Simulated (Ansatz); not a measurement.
A nudged elastic band was laid between two geometries of a periodic cell of 17 atoms, LiSi16 (host Si, host structure diamond, interstitial Li), cell charge +1.

Method: DFT PBEsol, scalar-relativistic, plane waves, PAW (Ansatz). Settings: PAW set soft_1, cutoff 420 eV, k mesh 2x2x2, gaussian smearing 0.05 eV, no spin polarisation.

```json
{"movable images": "5", "climbing image": "yes", "spring": "2.0 eV/Å²", "optimiser": "quadratic models (default)", "start path": "straight line", "force threshold": "0.05 eV/Å", "iteration limit": "80", "end points": "relaxed"}
```

First end point:

```xyz
17
Lattice="0.0000 5.4300 5.4300 5.4300 0.0000 5.4300 5.4300 5.4300 0.0000" Properties=species:S:1:pos:R:3
Si 0.009 -0.010 -0.010
Si 1.335 1.358 1.358
Si 2.688 2.741 -0.026
Si 4.072 4.094 1.357
Si 2.688 -0.026 2.742
Si 4.072 1.357 4.094
Si 5.454 2.740 2.740
Si 6.783 4.074 4.074
Si 0.008 2.725 2.725
Si 1.358 4.072 4.072
Si 2.705 5.422 2.724
Si 4.071 6.788 4.052
Si 2.705 2.724 5.422
Si 4.071 4.052 6.788
Si 5.452 5.407 5.407
Si 6.807 6.788 6.788
Li 4.061 6.790 6.791
```

Last end point:

Only the atoms that move by more than 0.05 Å are listed.
```
Li17 2.725 8.139 8.137
```

(1) What changes between the two ends?

(2) What energy profile does the band end with?

(3) What is the geometry of the highest image?

The band took 4 iterations and of the order of 5 core-minutes.

## Answers

(1) Contacts lost: Si12–Li17, Si14–Li17, Si15–Li17, Si16–Li17. Contacts made: Si9–Li17, Si10–Li17, Si11–Li17, Si13–Li17. The atom that moves furthest is Li17, by 2.33 Å.

(2) The forces met the threshold. The highest image is number 3 of 0 to 6, 0.59 eV above the ends, which have the same energy within 2 meV. By the program's own check the climbing image is of a kind that is not told: the force calls were inconclusive, a negative curvature could not be distinguished from the path's own, the only one lies far off the path, or fixed occupations may fill a level only in part (lowest curvatures found: -2.25 and 0.72 eV/Å²). Limits of this set-up: PAW files made for another functional, charged cell in a uniform background, uncorrected.

```json
{"image": "0", "path coordinate (Å)": "0.00", "energy (eV)": "0.00", "Si12–Li17 (Å)": "2.74", "Si14–Li17 (Å)": "2.74", "Si15–Li17 (Å)": "2.40"}
{"image": "1", "path coordinate (Å)": "0.43", "energy (eV)": "0.11", "Si12–Li17 (Å)": "2.92", "Si14–Li17 (Å)": "2.92", "Si15–Li17 (Å)": "2.56"}
{"image": "2", "path coordinate (Å)": "0.86", "energy (eV)": "0.41", "Si12–Li17 (Å)": "3.20", "Si14–Li17 (Å)": "3.20", "Si15–Li17 (Å)": "2.92"}
{"image": "3", "path coordinate (Å)": "1.29", "energy (eV)": "0.59", "Si12–Li17 (Å)": "3.52", "Si14–Li17 (Å)": "3.52", "Si15–Li17 (Å)": "3.35"}
{"image": "4", "path coordinate (Å)": "1.72", "energy (eV)": "0.41", "Si12–Li17 (Å)": "3.86", "Si14–Li17 (Å)": "3.86", "Si15–Li17 (Å)": "3.79"}
{"image": "5", "path coordinate (Å)": "2.15", "energy (eV)": "0.11", "Si12–Li17 (Å)": "4.21", "Si14–Li17 (Å)": "4.21", "Si15–Li17 (Å)": "4.26"}
{"image": "6", "path coordinate (Å)": "2.58", "energy (eV)": "0.00", "Si12–Li17 (Å)": "4.49", "Si14–Li17 (Å)": "4.49", "Si15–Li17 (Å)": "4.69"}
```

(3) 
```xyz
17
Lattice="0.0000 5.4300 5.4300 5.4300 0.0000 5.4300 5.4300 5.4300 0.0000" Properties=species:S:1:pos:R:3
Si 0.114 -0.115 -0.115
Si 1.291 1.297 1.297
Si 2.654 2.775 -0.067
Si 4.133 4.139 1.297
Si 2.654 -0.067 2.775
Si 4.133 1.297 4.139
Si 5.496 2.775 2.775
Si 6.673 4.186 4.186
Si -0.009 2.678 2.677
Si 1.461 3.969 3.969
Si 2.752 5.439 2.678
Si 4.035 6.824 4.063
Si 2.752 2.678 5.439
Si 4.035 4.063 6.824
Si 5.327 5.533 5.532
Si 6.797 6.824 6.824
Li 3.394 7.466 7.466
```

The run took 5.3 min on 1 thread of Arm Neoverse V1 (shared host), peak memory 0.83 GiB.
